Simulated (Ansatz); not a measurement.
# TaN4H7: a ladder of functionals and wavefunction methods

An exercise on one series of results from a longer session: the logs are not shown, and one member is left open.

Computed with Ansatz 0.2.0, Gaussian basis. Level: functionals in def2-TZVPP, the program's frozen cores in correlated methods.

The runs, in order: LDA (SPW92), PBE-D4, revPBE-D4, BLYP-D4, r2SCAN-D4, B97M-V, PBE0-D4, B3LYP-D4, r2SCANh-D4, r2SCAN0-D4, HSE06-D4, BHLYP-D4, CAM-B3LYP-D4, LC-ωPBE, ωB97X-V, ωB97M-V, B2PLYP, PBE-QIDH; CCSD(T)/def2-SVP; CCSD(T)/def2-TZVPP; MP2/def2-QZVPP; extrapolation to the limit; RPA on PBE.

## Structure used throughout

The geometry comes from an earlier relaxation with PBE0-D4 in a triple-zeta def2 set; it is a stationary point, not always the lowest conformer. Ta takes the def2 core potential; no spin-orbit term is included.

12 atoms, charge 0, spin multiplicity 1.

Atoms are counted from 1 here; the program's logs count them from 0.

Bond lengths: N1–Ta2 1.772 Å, N1–H6 1.005 Å, Ta2–N3 1.998 Å, Ta2–N4 1.998 Å, Ta2–N5 1.998 Å, N3–H7 1.010 Å, N3–H8 1.008 Å, N4–H9 1.010 Å, N4–H10 1.008 Å, N5–H11 1.010 Å, N5–H12 1.008 Å. Angles: Ta2–N1–H6 179.9°, N1–Ta2–N3 108.8°, N1–Ta2–N4 108.9°, N1–Ta2–N5 108.8°, N3–Ta2–N4 110.1°, N3–Ta2–N5 110.1°, N4–Ta2–N5 110.1°, Ta2–N3–H7 124.1°, Ta2–N3–H8 125.2°, H7–N3–H8 109.6°, Ta2–N4–H9 124.1°, Ta2–N4–H10 125.2°, H9–N4–H10 109.6°, Ta2–N5–H11 124.1°, Ta2–N5–H12 125.1°, H11–N5–H12 109.6°.

Set-up of the first run:

The input, in.yaml:

```yaml
crystal:
  periodic: [false, false, false]
  atoms:
    - {symbol: N, position_ang: [-1.274668, 0.916189, 1.158549]}
    - {symbol: Ta, position_ang: [-0.113780, 0.081926, 0.111363]}
    - {symbol: N, position_ang: [-0.085911, -1.857075, 0.594394]}
    - {symbol: N, position_ang: [1.696358, 0.883080, 0.386194]}
    - {symbol: N, position_ang: [-0.684135, 0.308182, -1.790534]}
    - {symbol: H, position_ang: [-1.933736, 1.388369, 1.752327]}
    - {symbol: H, position_ang: [0.713216, -2.460833, 0.464690]}
    - {symbol: H, position_ang: [-0.771259, -2.322604, 1.168724]}
    - {symbol: H, position_ang: [2.423134, 0.893232, -0.315018]}
    - {symbol: H, position_ang: [1.951888, 1.494057, 1.146254]}
    - {symbol: H, position_ang: [-0.469341, -0.346984, -2.528477]}
    - {symbol: H, position_ang: [-1.374766, 0.967262, -2.114464]}
basis:
  gaussian: {orbitals: def2-TZVPP}
hamiltonian: {xc: lda}
output: {orbitals: {seedname: orbitals}}
```

Command:

```bash
ansatz run in.yaml --threads 2 --pin off --events-out ev --progress --plain --max-ram 32768MiB --backend cuda --devices 0, --max-vram 18GiB
```

Steps of the session up to this table: LDA; PBE-D4 (GGA); revPBE-D4 (GGA); BLYP-D4 (GGA); r2SCAN-D4 (meta-GGA); B97M-V (meta-GGA); PBE0-D4 (hybrid); B3LYP-D4 (hybrid); r2SCANh-D4 (hybrid); r2SCAN0-D4 (hybrid); HSE06-D4 (hybrid); BHLYP-D4 (hybrid); CAM-B3LYP-D4 (range-separated); LC-ωPBE (range-separated); ωB97X-V (range-separated); ωB97M-V (range-separated); B2PLYP (double hybrid); PBE-QIDH (double hybrid).

One table of the session follows, with a row left open; its other results are not shown here.

It belongs to the step «Frontier levels by functional». 

| functional | HOMO (eV) | LUMO (eV) | gap (eV) |
| --- | --- | --- | --- |
| LDA (SPW92) | -5.59 | -0.69 | 4.90 |
| PBE-D4 | -5.40 | -0.50 | 4.90 |
| revPBE-D4 | -5.33 | -0.40 | 4.93 |
| BLYP-D4 | -5.28 | -0.50 | 4.78 |
| r2SCAN-D4 | -5.71 | -0.16 | 5.55 |
| B97M-V | -5.76 | -0.46 | 5.30 |
| PBE0-D4 | -6.77 | 0.21 | 6.98 |
| B3LYP-D4 | -6.53 | -0.10 | 6.43 |
| r2SCANh-D4 | -6.22 | 0.14 | 6.36 |
| r2SCAN0-D4 | -6.99 | 0.49 | 7.48 |
| HSE06-D4 | -6.37 | -0.14 | 6.22 |
| BHLYP-D4 | -8.06 | 0.72 | 8.78 |
| CAM-B3LYP-D4 | -8.17 | 0.90 | 9.07 |
| LC-ωPBE | -9.57 | 2.10 | 11.68 |
| ωB97X-V | -9.18 | 1.87 | 11.05 |
| ωB97M-V | ? | ? | ? |

Estimate the missing values for ωB97M-V.

As computed: HOMO (eV): -9.08; LUMO (eV): 1.41; gap (eV): 10.50. In the column «HOMO (eV)» it lies between ωB97X-V (-9.18) and CAM-B3LYP-D4 (-8.17).
